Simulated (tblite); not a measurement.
# C9H14: the cost of one run

Computed with tblite 0.8.0 and PySCF 2.14.0, with density-fitted response routines of our own, on a single molecule in the gas phase. Atoms count from 0, in the outputs and in this text.

### Step 1. The molecule as given

23 atoms, charge 0, multiplicity 1; geometry from: force field or distance geometry start.

Bonds of the start (Å): C0–C1 1.35, C1–C2 1.48, C2–C3 1.50, C3–C4 1.35, C4–C5 1.50, C5–C6 1.52, C5–C7 1.53, C7–C8 1.53, C8–C3 1.50, C0–H9 1.08, C0–H10 1.08, C1–H11 1.10, C2–H12 1.09, C2–H13 1.10, C4–H14 1.09, C5–H15 1.11, C6–H16 1.09, C6–H17 1.10, C6–H18 1.10, C7–H19 1.10, C7–H20 1.10, C8–H21 1.09, C8–H22 1.09.

### Step 2. Geometry optimisation with GFN2-xTB

The job: settings as JSON, then the geometry in Å.

```
{"job": {"kind": "relax", "xc": "GFN2-xTB", "basis": "xTB"}, "charge": 0, "multiplicity": 1}
C      3.840900    -0.138600    -0.099100
C      2.715900     0.177900     0.572900
C      1.640900     1.066200     0.071500
C      0.325600     0.357800    -0.054500
C     -0.780300     0.559300     0.689500
C     -1.890400    -0.375600     0.297800
C     -3.236400     0.316300     0.177200
C     -1.388200    -0.925200    -1.039200
C      0.129100    -0.753400    -1.042300
H      4.579300    -0.790600     0.338600
H      4.013200     0.248500    -1.097600
H      2.578200    -0.240000     1.582700
H      1.890000     1.493200    -0.899300
H      1.540600     1.919300     0.752000
H     -0.864200     1.294100     1.483800
H     -1.950700    -1.176000     1.057800
H     -3.205000     1.152500    -0.523600
H     -4.001200    -0.398800    -0.162900
H     -3.557800     0.713500     1.156400
H     -1.822600    -0.369000    -1.877300
H     -1.680700    -1.973000    -1.173800
H      0.481400    -0.474700    -2.039300
H      0.637700    -1.656800    -0.705900
```

The run is started by

```sh
> OMP_NUM_THREADS=1 python probes_run.py task.json out
```

This one command runs all jobs of the session in turn.

**Question.** How long does this first job take on 1 thread of Intel Xeon at 2.50GHz, shared host, and how much memory does it need?

About 1.3 s, with a peak of 0.18 GiB.
